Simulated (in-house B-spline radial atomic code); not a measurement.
# Ag⁺: numerical settings, good and bad

Aim: try Ag⁺ with numerical settings changed, some of them on purpose beyond sense, against a run with standard settings.

Program: in-house B-spline radial atomic code version 1. Level of theory: Dirac-Coulomb BLYP, spherical fractional occupations, Fermi nucleus, basis-set limit. These are calculated values, not measurements, unless marked.

### Step 1. The system

```
element       : silver (Z = 47)
charge        : +1
electrons     : 46
configuration : [Kr] 4d10
Hamiltonian   : Dirac-Coulomb
nucleus       : Fermi, rms radius 4.545 fm
```

Outer shells as boxes (Hund's rule):

[Kr] 4d10
```
[Kr] core
4d [↑↓][↑↓][↑↓][↑↓][↑↓]
```

A run counts as converged when the orbital gradient is under the tolerance times 47 hartree (or under the basis's noise floor) and the energy moved by less than 1e-8 hartree times the root of its size. Energy differences under 2e-05 hartree are noise.

Settings of the run:

```ini
Z = 47
electrons = 46.0
configuration = [Kr] 4d10
hamiltonian = dirac
method = b88,lyp
spin_polarised = False
nucleus = fermi
rms_radius = 4.5454
mass_number = 107
atomic_mass = 106.905091509
speed_of_light = 137.035999084
knot_spacing = 0.22
spline_order = 8
gauss_points = 12
box_radius = 35.29
max_iterations = 70
damping = 0.5
damped_steps = 3
diis_vectors = 10
tolerance = 1e-08
start = Thomas-Fermi
```

This reference run was done before. Its total energy is -5317.425479 hartree, and its levels are (the highest eight at most):

| orbital | occupation | energy (eV) | <r> (bohr) |
| --- | --- | --- | --- |
| 3p3/2 | 4 | -555.53 | 0.3710 |
| 3d3/2 | 4 | -370.08 | 0.3438 |
| 3d5/2 | 6 | -363.84 | 0.3473 |
| 4s1/2 | 2 | -103.17 | 0.9119 |
| 4p1/2 | 2 | -70.249 | 0.9794 |
| 4p3/2 | 4 | -65.142 | 1.011 |
| 4d3/2 | 4 | -15.926 | 1.379 |
| 4d5/2 | 6 | -15.359 | 1.402 |

### Step 2. Starting potential bare nucleus

Settings of the run:

```ini
Z = 47
electrons = 46.0
configuration = [Kr] 4d10
hamiltonian = dirac
method = b88,lyp
spin_polarised = False
nucleus = fermi
rms_radius = 4.5454
mass_number = 107
atomic_mass = 106.905091509
speed_of_light = 137.035999084
knot_spacing = 0.22
spline_order = 8
gauss_points = 12
box_radius = 35.29
max_iterations = 70
damping = 0.5
damped_steps = 3
diis_vectors = 10
tolerance = 1e-08
start = bare nucleus
```

Run with:

```console
> python run_scf.py task.json out
```

One command runs all members of the session, one after another, from task.json.

### Step 3. Knot spacing (logarithmic) 0.4; cap on iterations 75; number of damped steps 1

The settings differ from step 2 so:

```diff
@@ -11,3 +11,3 @@
 speed_of_light = 137.035999084
-knot_spacing = 0.22
+knot_spacing = 0.4
 spline_order = 8
@@ -15,7 +15,7 @@
 box_radius = 35.29
-max_iterations = 70
+max_iterations = 75
 damping = 0.5
-damped_steps = 3
+damped_steps = 1
 diis_vectors = 10
 tolerance = 1e-08
-start = bare nucleus
+start = Thomas-Fermi
```

### Step 4. Spline order 4; first knot 0.00213; cap on iterations 100; damping (share of the old matrix) 0.8

The settings differ from step 3 so:

```diff
@@ -11,9 +11,10 @@
 speed_of_light = 137.035999084
-knot_spacing = 0.4
-spline_order = 8
+knot_spacing = 0.22
+spline_order = 4
 gauss_points = 12
 box_radius = 35.29
-max_iterations = 75
-damping = 0.5
-damped_steps = 1
+first_knot = 0.00213
+max_iterations = 100
+damping = 0.8
+damped_steps = 3
 diis_vectors = 10
```

### Step 5. Box radius 10.59; first knot 0.0213; cap on iterations 75; convergence tolerance 0.01

Settings of the run:

```ini
Z = 47
electrons = 46.0
configuration = [Kr] 4d10
hamiltonian = dirac
method = b88,lyp
spin_polarised = False
nucleus = fermi
rms_radius = 4.5454
mass_number = 107
atomic_mass = 106.905091509
speed_of_light = 137.035999084
knot_spacing = 0.22
spline_order = 8
gauss_points = 12
box_radius = 10.59
first_knot = 0.0213
max_iterations = 75
damping = 0.5
damped_steps = 3
diis_vectors = 10
tolerance = 0.01
start = Thomas-Fermi
```

### Step 6. Cap on iterations 60; convergence tolerance 1e-05; starting potential bare nucleus

The settings differ from step 5 so:

```diff
@@ -14,5 +14,4 @@
 gauss_points = 12
-box_radius = 10.59
-first_knot = 0.0213
-max_iterations = 75
+box_radius = 35.29
+max_iterations = 60
 damping = 0.5
@@ -20,3 +19,3 @@
 diis_vectors = 10
-tolerance = 0.01
-start = Thomas-Fermi
+tolerance = 1e-05
+start = bare nucleus
```

### Step 7. First knot 0.0638; cap on iterations 60; number of damped steps 0

The settings differ from step 6 so:

```diff
@@ -15,7 +15,8 @@
 box_radius = 35.29
+first_knot = 0.0638
 max_iterations = 60
 damping = 0.5
-damped_steps = 3
+damped_steps = 0
 diis_vectors = 10
-tolerance = 1e-05
-start = bare nucleus
+tolerance = 1e-08
+start = Thomas-Fermi
```

### Step 8. Configuration [Kr] 4d10 1f1

The settings differ from step 7 so:

```diff
@@ -1,4 +1,4 @@
 Z = 47
-electrons = 46.0
-configuration = [Kr] 4d10
+electrons = 47.0
+configuration = [Kr] 4d10 1f1
 hamiltonian = dirac
@@ -15,6 +15,5 @@
 box_radius = 35.29
-first_knot = 0.0638
 max_iterations = 60
 damping = 0.5
-damped_steps = 0
+damped_steps = 3
 diis_vectors = 10
```

### Step 9. Another Hamiltonian or method

Settings of the run:

```ini
Z = 47
electrons = 46.0
configuration = [Kr] 4d10
hamiltonian = dirac
method = hf
spin_polarised = False
nucleus = fermi
rms_radius = 4.5454
mass_number = 107
atomic_mass = 106.905091509
speed_of_light = 23.501673842906
knot_spacing = 0.22
spline_order = 8
gauss_points = 12
box_radius = 35.29
max_iterations = 70
damping = 0.5
damped_steps = 3
diis_vectors = 10
tolerance = 1e-08
start = Thomas-Fermi
```

Q: Which of these runs converge to the reference energy, which miss it and by about how much, and which fail?

The runs gave:

| run | outcome | iterations | energy less the reference (hartree) |
| --- | --- | --- | --- |
| reference | converged | 9 | 0 |
| starting potential bare nucleus | converged | 12 | below noise |
| knot spacing (logarithmic) 0.4; cap on iterations 75; number of damped steps 1 | converged | 10 | +0.00123 |
| spline order 4; first knot 0.00213; cap on iterations 100; damping (share of the old matrix) 0.8 | converged | 11 | +0.0401 |
| box radius 10.59; first knot 0.0213; cap on iterations 75; convergence tolerance 0.01 | converged | 9 | +1.22 |
| cap on iterations 60; convergence tolerance 1e-05; starting potential bare nucleus | converged | 12 | below noise |
| first knot 0.0638; cap on iterations 60; number of damped steps 0 | converged | 9 | +16.1 |
| Configuration [Kr] 4d10 1f1 | refused | - | - |
| Another Hamiltonian or method | refused | - | - |

**Reading.** Of 8 changed inputs, 2 gave the reference energy within 2e-05 hartree, 4 converged to another value and 2 met a refusal. The worst converged miss is +16.1 hartree (first knot 0.0638; cap on iterations 60; number of damped steps 0): that the iterations converge says nothing of the basis, the quadrature or the box.
